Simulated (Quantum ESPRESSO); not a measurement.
# Si2Ni (I4/mmm) in Quantum ESPRESSO: single point with PBE

Aim: the single point of Si2Ni with PBE.

All numbers are computed with Quantum ESPRESSO 7.5; they aren't measurements. Logs are shortened: lines on timing, memory, paths and dates and some standing lists are left out, and cuts for length are marked.

### 1 Starting point

It takes space group I4/mmm (No. 139, tetragonal). Conventional cell: a = 3.845 Å, b = 3.845 Å, c = 5.384 Å, α = 90.00°, β = 90.00°, γ = 90.00°. Ni (site symmetry 4/mmm) has 8 Si at 2.35 Å as nearest neighbours. Around Si (site symmetry -4m2) lie 4 Ni at 2.35 Å and 2 Si at 2.69 Å.

The cell was built by a generator and needn't be a form met in nature.

### 2 Single point, PBE

Input file pw.in:

```
&CONTROL
  calculation = 'scf'
  prefix = 'pwscf'
  outdir = './tmp'
  pseudo_dir = './pseudo'
  tprnfor = .true.
  tstress = .true.
  disk_io = 'nowf'
/
&SYSTEM
  ibrav = 0
  nat = 3
  ntyp = 2
  ecutwfc = 45
  ecutrho = 360
  nbnd = 20
  occupations = 'smearing'
  smearing = 'mp'
  degauss = 0.00734986
/
&ELECTRONS
  conv_thr = 6d-10
  electron_maxstep = 120
  mixing_beta = 0.5
/
ATOMIC_SPECIES
Ni    58.6934 ni_pbe_v1.4.uspp.F.UPF
Si    28.0850 si_pbe_v1.uspp.F.UPF
CELL_PARAMETERS angstrom
   0.0000000000    2.7191747520    2.6921988120
   2.7191747520    0.0000000000    2.6921988120
   2.7191747520    2.7191747520    0.0000000000
ATOMIC_POSITIONS crystal
Ni     0.0000000000    0.0000000000    0.0000000000
Si     0.2500000000    0.2500000000    0.2500000000
Si     0.7500000000    0.7500000000    0.7500000000
K_POINTS automatic
16 16 16 0 0 0
```

Potentials or basis: GBRV 1.5 PBE.

Command:

```console
OMP_NUM_THREADS=1 pw.x -in pw.in > pw.out
```

pw.out:

```text
This program is part of the open-source Quantum ESPRESSO suite
     for quantum simulation of materials; please cite
[... 9 lines left out ...]
     --------------------
     sticks:   dense  smooth     PW     G-vecs:    dense   smooth      PW
     Sum        1285     649    199                30875    10985    1917

     Using Slab Decomposition

     bravais-lattice index     =            0
     lattice parameter (alat)  =       7.2310  a.u.
     unit-cell volume          =     268.6631 (a.u.)^3
     number of atoms/cell      =            3
     number of atomic types    =            2
     number of electrons       =        26.00
     number of Kohn-Sham states=           20
     kinetic-energy cutoff     =      45.0000  Ry
     charge density cutoff     =     360.0000  Ry
     scf convergence threshold =      6.0E-10
     mixing beta               =       0.5000
     number of iterations used =            8  plain     mixing
     Exchange-correlation= SLA  PW   PBE  PBE
                           (   1   4   3   4   0   0   0)

     celldm(1)=   7.230974  celldm(2)=   0.000000  celldm(3)=   0.000000
     celldm(4)=   0.000000  celldm(5)=   0.000000  celldm(6)=   0.000000

     crystal axes: (cart. coord. in units of alat)
               a(1) = (   0.000000   0.710623   0.703573 )
               a(2) = (   0.710623   0.000000   0.703573 )
               a(3) = (   0.710623   0.710623   0.000000 )

     reciprocal axes: (cart. coord. in units 2 pi/alat)
               b(1) = ( -0.703608  0.703608  0.710658 )
               b(2) = (  0.703608 -0.703608  0.710658 )
               b(3) = (  0.703608  0.703608 -0.710658 )

     PseudoPot. # 1 for Ni read from file:
     ni_pbe_v1.4.uspp.F.UPF
     Pseudo is Ultrasoft + core correction, Zval = 18.0
     Generated by new atomic code, or converted to UPF format
     Using radial grid of  865 points,  6 beta functions with:
                l(1) =   0
                l(2) =   0
                l(3) =   1
                l(4) =   1
                l(5) =   2
                l(6) =   2
     Q(r) pseudized with 10 coefficients,  rinner =    0.980   0.980   0.980
                                                       0.980   0.980

     PseudoPot. # 2 for Si read from file:
     si_pbe_v1.uspp.F.UPF
     Pseudo is Ultrasoft + core correction, Zval =  4.0
     Generated by new atomic code, or converted to UPF format
     Using radial grid of  899 points,  6 beta functions with:
                l(1) =   0
                l(2) =   0
                l(3) =   1
                l(4) =   1
                l(5) =   2
                l(6) =   2
     Q(r) pseudized with  8 coefficients,  rinner =    0.900   0.900   0.900
                                                       0.900   0.900

     atomic species   valence    mass     pseudopotential
     Ni               18.00    58.69340     Ni( 1.00)
     Si                4.00    28.08500     Si( 1.00)

     16 Sym. Ops., with inversion, found

   Cartesian axes

     site n.     atom                  positions (alat units)
         1        Ni     tau(   1) = (   0.0000000   0.0000000   0.0000000  )
         2        Si     tau(   2) = (   0.3553115   0.3553115   0.3517865  )
         3        Si     tau(   3) = (   1.0659344   1.0659344   1.0553596  )

     number of k points=   349  Methfessel-Paxton smearing, width (Ry)=  0.0073

     Number of k-points >= 100: set verbosity='high' to print them.

     Dense  grid:    30875 G-vectors     FFT dimensions: (  45,  45,  45)

     Smooth grid:    10985 G-vectors     FFT dimensions: (  32,  32,  32)

     Check: negative core charge=   -0.000002

     Initial potential from superposition of free atoms

     starting charge      23.9987, renormalised to      26.0000
     Starting wfcs are   21 randomized atomic wfcs

     Self-consistent Calculation

     iteration #  1     ecut=    45.00 Ry     beta= 0.50
     Davidson diagonalization with overlap
     ethr =  1.00E-02,  avg # of iterations =  6.6

     total energy              =    -334.00695248 Ry
     estimated scf accuracy    <      51.63186224 Ry

     iteration #  2     ecut=    45.00 Ry     beta= 0.50
     Davidson diagonalization with overlap
     ethr =  1.00E-02,  avg # of iterations =  3.0

     total energy              =    -361.84924129 Ry
     estimated scf accuracy    <      55.28701811 Ry

     iteration #  3     ecut=    45.00 Ry     beta= 0.50
     Davidson diagonalization with overlap
     ethr =  1.00E-02,  avg # of iterations =  2.2

     total energy              =    -362.01409135 Ry
     estimated scf accuracy    <      10.74243289 Ry

     iteration #  4     ecut=    45.00 Ry     beta= 0.50
     Davidson diagonalization with overlap
     ethr =  1.00E-02,  avg # of iterations =  2.2

     total energy              =    -362.86401158 Ry
     estimated scf accuracy    <       1.25926362 Ry

     iteration #  5     ecut=    45.00 Ry     beta= 0.50
     Davidson diagonalization with overlap
     ethr =  4.84E-03,  avg # of iterations =  1.3

     total energy              =    -362.12406260 Ry
     estimated scf accuracy    <       1.30456633 Ry

     iteration #  6     ecut=    45.00 Ry     beta= 0.50
     Davidson diagonalization with overlap
     ethr =  4.84E-03,  avg # of iterations =  2.3

     total energy              =    -362.87585391 Ry
     estimated scf accuracy    <       3.58051638 Ry

     iteration #  7     ecut=    45.00 Ry     beta= 0.50
     Davidson diagonalization with overlap
     ethr =  4.84E-03,  avg # of iterations =  1.0

     total energy              =    -362.89876042 Ry
     estimated scf accuracy    <       3.71178250 Ry

     iteration #  8     ecut=    45.00 Ry     beta= 0.50
     Davidson diagonalization with overlap
     ethr =  4.84E-03,  avg # of iterations =  1.1

     total energy              =    -361.84237334 Ry
     estimated scf accuracy    <       3.95513013 Ry

     iteration #  9     ecut=    45.00 Ry     beta= 0.50
     Davidson diagonalization with overlap
     ethr =  4.84E-03,  avg # of iterations =  2.1

     total energy              =    -362.50897964 Ry
     estimated scf accuracy    <       0.61827538 Ry

     iteration # 10     ecut=    45.00 Ry     beta= 0.50
     Davidson diagonalization with overlap
     ethr =  2.38E-03,  avg # of iterations =  1.1

     total energy              =    -362.54233391 Ry
     estimated scf accuracy    <       0.02905741 Ry

     iteration # 11     ecut=    45.00 Ry     beta= 0.50
     Davidson diagonalization with overlap
     ethr =  1.12E-04,  avg # of iterations =  3.0

     total energy              =    -362.55014396 Ry
     estimated scf accuracy    <       0.01320088 Ry

     iteration # 12     ecut=    45.00 Ry     beta= 0.50
     Davidson diagonalization with overlap
     ethr =  5.08E-05,  avg # of iterations =  1.2

     total energy              =    -362.54870818 Ry
     estimated scf accuracy    <       0.02494581 Ry

     iteration # 13     ecut=    45.00 Ry     beta= 0.50
     Davidson diagonalization with overlap
     ethr =  5.08E-05,  avg # of iterations =  1.1

     total energy              =    -362.54922773 Ry
     estimated scf accuracy    <       0.01132389 Ry

     iteration # 14     ecut=    45.00 Ry     beta= 0.50
     Davidson diagonalization with overlap
     ethr =  4.36E-05,  avg # of iterations =  1.0

     total energy              =    -362.54919176 Ry
     estimated scf accuracy    <       0.01432942 Ry

     iteration # 15     ecut=    45.00 Ry     beta= 0.50
     Davidson diagonalization with overlap
     ethr =  4.36E-05,  avg # of iterations =  1.0

     total energy              =    -362.54836408 Ry
     estimated scf accuracy    <       0.01386204 Ry

     iteration # 16     ecut=    45.00 Ry     beta= 0.50
     Davidson diagonalization with overlap
     ethr =  4.36E-05,  avg # of iterations =  1.0

     total energy              =    -362.54679038 Ry
     estimated scf accuracy    <       0.01020563 Ry

     iteration # 17     ecut=    45.00 Ry     beta= 0.50
     Davidson diagonalization with overlap
     ethr =  3.93E-05,  avg # of iterations =  1.0

     total energy              =    -362.54752171 Ry
     estimated scf accuracy    <       0.00015842 Ry

     iteration # 18     ecut=    45.00 Ry     beta= 0.50
     Davidson diagonalization with overlap
     ethr =  6.09E-07,  avg # of iterations =  2.8

     total energy              =    -362.54752307 Ry
     estimated scf accuracy    <       0.00008822 Ry

     iteration # 19     ecut=    45.00 Ry     beta= 0.50
     Davidson diagonalization with overlap
     ethr =  3.39E-07,  avg # of iterations =  1.6

     total energy              =    -362.54753474 Ry
     estimated scf accuracy    <       0.00000387 Ry

     iteration # 20     ecut=    45.00 Ry     beta= 0.50
     Davidson diagonalization with overlap
     ethr =  1.49E-08,  avg # of iterations =  2.0

     total energy              =    -362.54753530 Ry
     estimated scf accuracy    <       0.00000004 Ry

     iteration # 21     ecut=    45.00 Ry     beta= 0.50
     Davidson diagonalization with overlap
     ethr =  1.35E-10,  avg # of iterations =  4.4

     total energy              =    -362.54753532 Ry
     estimated scf accuracy    <       0.00000005 Ry

     iteration # 22     ecut=    45.00 Ry     beta= 0.50
     Davidson diagonalization with overlap
     ethr =  1.35E-10,  avg # of iterations =  1.0

     total energy              =    -362.54753532 Ry
     estimated scf accuracy    <       0.00000001 Ry

     iteration # 23     ecut=    45.00 Ry     beta= 0.50
     Davidson diagonalization with overlap
     ethr =  3.98E-11,  avg # of iterations =  2.0

     End of self-consistent calculation

     Number of k-points >= 100: set verbosity='high' to print the bands.

     the Fermi energy is    13.0175 ev

!    total energy              =    -362.54753532 Ry
     estimated scf accuracy    <          1.2E-10 Ry
     smearing contrib. (-TS)   =      -0.00001102 Ry
     internal energy E=F+TS    =    -362.54752431 Ry

     The total energy is F=E-TS. E is the sum of the following terms:
     one-electron contribution =    -291.51917741 Ry
     hartree contribution      =     158.65769247 Ry
     xc contribution           =     -44.38125552 Ry
     ewald contribution        =    -185.30478385 Ry

     convergence has been achieved in  23 iterations

     Forces acting on atoms (cartesian axes, Ry/au):

     atom    1 type  1   force =     0.00000000    0.00000000    0.00000000
     atom    2 type  2   force =     0.00000000    0.00000000    0.00000000
     atom    3 type  2   force =     0.00000000   -0.00000000   -0.00000000

     Total force =     0.000000     Total SCF correction =     0.000000

     Computing stress (Cartesian axis) and pressure

          total   stress  (Ry/bohr**3)                   (kbar)     P=       21.13
   0.00013624  -0.00000000   0.00000000           20.04       -0.00        0.00
  -0.00000000   0.00013624   0.00000000           -0.00       20.04        0.00
   0.00000000   0.00000000   0.00015840            0.00        0.00       23.30

=------------------------------------------------------------------------------=
   JOB DONE.
=------------------------------------------------------------------------------=
```

It took 5.1 min on 1 thread of AMD EPYC 7R43 (Zen 3), shared host; peak memory 0.31 GiB.

What came out:

* Free energy: -4932.7105 eV
* Pressure: 2.1 GPa
* Band gap on the k mesh: none (metal or under the smearing width)

Stress tensor (GPa, compression positive):
```
2.00 0.00 0.00
0.00 2.00 0.00
0.00 0.00 2.33
```

Spin polarisation is off, so any magnetic state and its effect on volume and gap are missing.
